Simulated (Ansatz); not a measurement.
# C2H9AlS: how energies converge with the basis set

How large a basis does C2H9AlS need? Two functionals are run in growing sets.

Computed with Ansatz 0.2.0, Gaussian basis. Level: one geometry, several basis sets.

Plan: PBE0-D4/def2-SVP; ωB97M-V/def2-SVP; PBE0-D4/def2-QZVPP; ωB97M-V/def2-QZVPP; the functionals' def2-TZVPP values are taken from earlier runs.

**1. Structure used throughout**

The geometry comes from an earlier relaxation with PBE0-D4 in a triple-zeta def2 set; it is a stationary point, not always the lowest conformer.

SMILES `C[S+](C)[AlH3-]`, 13 atoms, charge 0, spin multiplicity 1.

Atoms are counted from 1 here; the program's logs count them from 0.

Bond lengths: C1–S2 1.795 Å, C1–H5 1.091 Å, C1–H6 1.090 Å, C1–H7 1.090 Å, S2–C3 1.796 Å, S2–Al4 2.440 Å, C3–H8 1.091 Å, C3–H9 1.090 Å, C3–H10 1.090 Å, Al4–H11 1.599 Å, Al4–H12 1.608 Å, Al4–H13 1.599 Å. Angles: S2–C1–H5 109.9°, S2–C1–H6 109.8°, S2–C1–H7 106.9°, H5–C1–H6 111.1°, H5–C1–H7 109.5°, H6–C1–H7 109.6°, C1–S2–C3 100.8°, C1–S2–Al4 100.1°, C3–S2–Al4 100.0°, S2–C3–H8 109.9°, S2–C3–H9 106.9°, S2–C3–H10 109.8°, H8–C3–H9 109.4°, H8–C3–H10 111.1°, H9–C3–H10 109.6°, S2–Al4–H11 99.2°, S2–Al4–H12 95.9°, S2–Al4–H13 99.2° and more.

**2. PBE0-D4 in def2-SVP**

Contents of in.yaml:

```yaml
crystal:
  periodic: [false, false, false]
  atoms:
    - {symbol: C, position_ang: [-0.617171, 1.481461, -0.487779]}
    - {symbol: S, position_ang: [0.651144, 0.225947, -0.684784]}
    - {symbol: C, position_ang: [1.362910, 0.207000, 0.963574]}
    - {symbol: Al, position_ang: [-0.721887, -1.788441, -0.578832]}
    - {symbol: H, position_ang: [-1.290423, 1.205581, 0.324511]}
    - {symbol: H, position_ang: [-0.152806, 2.449488, -0.299914]}
    - {symbol: H, position_ang: [-1.173796, 1.518879, -1.423800]}
    - {symbol: H, position_ang: [0.586980, -0.001669, 1.700859]}
    - {symbol: H, position_ang: [2.103040, -0.592593, 0.979590]}
    - {symbol: H, position_ang: [1.850359, 1.160454, 1.166706]}
    - {symbol: H, position_ang: [0.438137, -2.885590, -0.493580]}
    - {symbol: H, position_ang: [-1.474804, -1.403332, 0.788726]}
    - {symbol: H, position_ang: [-1.541385, -1.611985, -1.940379]}
basis:
  gaussian: {orbitals: def2-SVP}
hamiltonian: {xc: pbe0, dispersion: d4}
output: {orbitals: {seedname: orbitals}}
```

On the command line:

```sh
$ ansatz run in.yaml --threads 4 --pin off --events-out ev --progress --plain --max-ram 10444MiB
```

Further steps of the session: ωB97M-V in def2-SVP; PBE0-D4 in def2-QZVPP; ωB97M-V in def2-QZVPP.

Before running them: what should the planned runs give, taken together? Wanted: PBE0-D4: double and triple zeta above quadruple; ωB97M-V: double and triple zeta above quadruple.

As calculated:

| quantity | value |
| --- | --- |
| PBE0-D4: double and triple zeta above quadruple | 9.29, 0.67 eV |
| ωB97M-V: double and triple zeta above quadruple | 9.47, 0.66 eV |

**Reading.** PBE0-D4 gains 8.62 eV from double to triple zeta, then 0.67 eV more. Total energies overstate the basis error of differences, where much of it tends to cancel. The LUMO of ωB97M-V is positive and keeps falling with the basis (2.24 to 1.27 eV): an unbound level that the basis holds in place.
